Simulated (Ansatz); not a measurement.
# C2H10AlBSi: one species, many methods

Aim: compute C2H10AlBSi with functionals from several rungs and with coupled cluster, and see how far each lands from CCSD(T) at the basis-set limit for the atomisation energy.

Program: Ansatz 0.2.0, Gaussian basis. Level of theory: functionals in def2-TZVPP, the program's frozen cores in correlated methods. These are calculated values, not measurements.

The runs, in order: PBE-D4, r2SCAN-D4, PBE0-D4, B3LYP-D4, ωB97X-V, ωB97M-V, B2PLYP; CCSD(T)/def2-TZVPP; MP2/def2-QZVPP; extrapolation to the limit.

### Step 1. The geometry

An earlier PBE0-D4 in a triple-zeta def2 set relaxation fixed the geometry.

SMILES `C[SiH2][B](C)[AlH2]`, 15 atoms, charge 0, spin multiplicity 1.

Atoms are counted from 1 here; the program's logs count them from 0.

Bond lengths: C1–Si2 1.881 Å, C1–H6 1.092 Å, C1–H7 1.093 Å, C1–H8 1.094 Å, Si2–B3 2.023 Å, Si2–H9 1.496 Å, Si2–H10 1.499 Å, B3–C4 1.562 Å, B3–Al5 2.120 Å, C4–H11 1.094 Å, C4–H12 1.092 Å, C4–H13 1.106 Å, Al5–H14 1.597 Å, Al5–H15 1.596 Å. Angles: Si2–C1–H6 111.3°, Si2–C1–H7 111.0°, Si2–C1–H8 111.0°, H6–C1–H7 107.8°, H6–C1–H8 107.5°, H7–C1–H8 108.0°, C1–Si2–B3 115.6°, C1–Si2–H9 109.3°, C1–Si2–H10 108.9°, B3–Si2–H9 111.5°, B3–Si2–H10 104.6°, H9–Si2–H10 106.5°, Si2–B3–C4 116.9°, Si2–B3–Al5 116.6°, C4–B3–Al5 126.5°, B3–C4–H11 115.9°, B3–C4–H12 116.9°, B3–C4–H13 101.8° and more.

### Step 2. PBE-D4 (GGA)

The input, in.yaml:

```yaml
crystal:
  periodic: [false, false, false]
  atoms:
    - {symbol: C, position_ang: [-0.659327, 1.934198, 1.208319]}
    - {symbol: Si, position_ang: [0.690064, 0.662196, 0.894267]}
    - {symbol: B, position_ang: [0.253734, -0.750275, -0.487038]}
    - {symbol: C, position_ang: [1.080997, -2.073678, -0.428451]}
    - {symbol: Al, position_ang: [-1.329059, -0.312360, -1.827283]}
    - {symbol: H, position_ang: [-0.341709, 2.676045, 1.944150]}
    - {symbol: H, position_ang: [-1.568021, 1.457657, 1.584913]}
    - {symbol: H, position_ang: [-0.914270, 2.469682, 0.289206]}
    - {symbol: H, position_ang: [1.104525, 0.048302, 2.194072]}
    - {symbol: H, position_ang: [1.897894, 1.362144, 0.348821]}
    - {symbol: H, position_ang: [2.057437, -2.005843, 0.059898]}
    - {symbol: H, position_ang: [1.173453, -2.640351, -1.357314]}
    - {symbol: H, position_ang: [0.460689, -2.697760, 0.241947]}
    - {symbol: H, position_ang: [-2.829385, -0.750210, -1.498638]}
    - {symbol: H, position_ang: [-1.098824, 0.569355, -3.137569]}
basis:
  gaussian: {orbitals: def2-TZVPP}
hamiltonian: {xc: pbe, dispersion: d4}
output: {forces: true, orbitals: {seedname: orbitals}}
```

Started as:

```console
$ ansatz run in.yaml --threads 4 --pin off --events-out ev --progress --plain --max-ram 10444MiB
```

The runs that follow: r2SCAN-D4 (meta-GGA); PBE0-D4 (hybrid); B3LYP-D4 (hybrid); ωB97X-V (range-separated); ωB97M-V (range-separated); B2PLYP (double hybrid); CCSD(T) in def2-TZVPP; MP2 in def2-QZVPP.

Q: Predict the results of all the runs planned. Wanted: atomisation energy, CCSD(T)/CBS; farthest; mean size of error, hybrid; mean size of error, range-separated; gap, smallest and largest; T1 diagnostic; triples share of the correlation energy.

As calculated:

```
                               quantity                                value
        atomisation energy, CCSD(T)/CBS                            51.702 eV
    functionals within 0.259 eV (0.5 %)           PBE0-D4, B3LYP-D4, ωB97M-V
                               farthest                   B2PLYP (-0.534 eV)
             mean size of error, hybrid                             0.131 eV
    mean size of error, range-separated                             0.266 eV
              gap, smallest and largest  2.51 eV (PBE-D4), 8.92 eV (ωB97X-V)
                          T1 diagnostic                               0.0120
triples share of the correlation energy                                3.6 %
```

**Reading.** PBE-D4 is off by +0.344 eV. Double hybrids carry the basis error of their MP2 part in triple zeta, and no dispersion term here, so their miss is partly the set-up's. Misses under about 0.259 eV are within the doubt on the reference itself, which lacks core-valence correlation, relativity and higher excitations. Hartree-Fock recovers 77 % of the binding; the rest is correlation. The gap grows from 2.5 to 8.9 eV across the functionals, mostly with the share of exact exchange.
